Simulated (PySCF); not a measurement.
# EuF2 (Eu(F)2+): the cost of one run

Method: several levels, as the steps say, no spin–orbit coupling; program: PySCF 2.14.0.

1 further run of the same task is left out (for a known fault of the program).

### Step 1. The system as given

3 atoms, charge 1, spin multiplicity 1.

Bond lengths: Eu1–F2 1.960 Å, Eu1–F3 1.960 Å. Angles: F2–Eu1–F3 109.4°.

As a file:

```
atom    x (Å)   y (Å)    z (Å)
 Eu1   0.0000  0.0000  -0.3497
  F2   1.5996  0.0000   0.7823
  F3  -1.5996  0.0000   0.7823
```

Formal oxidation states: Eu +3. Each metal's 6 4f electrons lie in its core potential, so multiplicities, spins and levels count the valence alone. An earlier session relaxed this geometry at PBE0, Eu lcecp-1-SVP with ECP52, F def2-SVP (singlet, point group C2v).

At PBE0 on the finer grid: E = -234.546923 Eh, HOMO -16.08 eV, LUMO -7.92 eV, Mulliken charge on Eu1 +1.66 e, largest force component 0.016 eV/Å. 

Levels to run: CAM-B3LYP; revPBE; PBE0, TZVP. Hardware: 2 threads of Arm Neoverse V1, shared host.

### Step 2. CAM-B3LYP

run.py (the lines that set the calculation) reads:

```python
mol = gto.M(atom='''
Eu     0.00000     0.00000    -0.34973
F      1.59955     0.00000     0.78234
F     -1.59955     0.00000     0.78234''',
    basis={'Eu': 'lcecp-1-SVP', 'F': 'def2-SVP'},
    ecp={'Eu': 'lcecp-1-SVP'},
    charge=1, spin=0)
mf = dft.RKS(mol, xc='CAMB3LYP')
mf.grids.atom_grid = (75, 302)  # f atoms: unpruned, at least (60, 302)
mf = mf.density_fit()  # fitting sets: Eu AutoAux, F def2-universal-JKFIT
mf.conv_tol = 1e-08; mf.max_cycle = 55
mf.kernel(dm0)  # dm0: the density of the relaxed state
```

On the command line:

```console
> OMP_NUM_THREADS=2 python run.py
```

**Question.** How long does this run take on 2 threads of Arm Neoverse V1, shared host?

About 1.9 s.
